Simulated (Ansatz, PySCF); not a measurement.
# BiF3 in two programs

BiF3 (singlet), relaxed with PySCF 2.14.0, RKS TPSS, Bi def2-SVP with ECP60, F def2-SVP; non-relativistic Hamiltonian with scalar-relativistic core potentials where named; density fitting; no spin-orbit coupling:

```xyz
4

Bi    0.0000    0.0000    0.4006
F     1.7675    0.0000   -0.6127
F    -0.8838    1.5307   -0.6127
F    -0.8838   -1.5307   -0.6127
```

There the HOMO–LUMO gap is 5.96 eV. 

The same geometry by Ansatz 0.2.0 (PBE, PAW, a periodic box with 9 Å of vacuum):

```csv
spin-orbit coupling,gap (eV),largest force component (eV/Å)
without,5.98,0.32
```

Task: What does the run with spin-orbit coupling give?

Result: gap (eV): 5.08, largest force component (eV/Å): 0.30. It took 15 s on 2 threads of Arm Neoverse V2, on a shared host, peak memory 1.7 GiB.

The spin-orbit runs use fully relativistic datasets of their own, so changes of a few hundredths of an eV needn't come from the coupling.

No frequency check is given that shows the relaxed geometry to be a minimum.

The two programs differ in functional, so their gaps don't test each other.
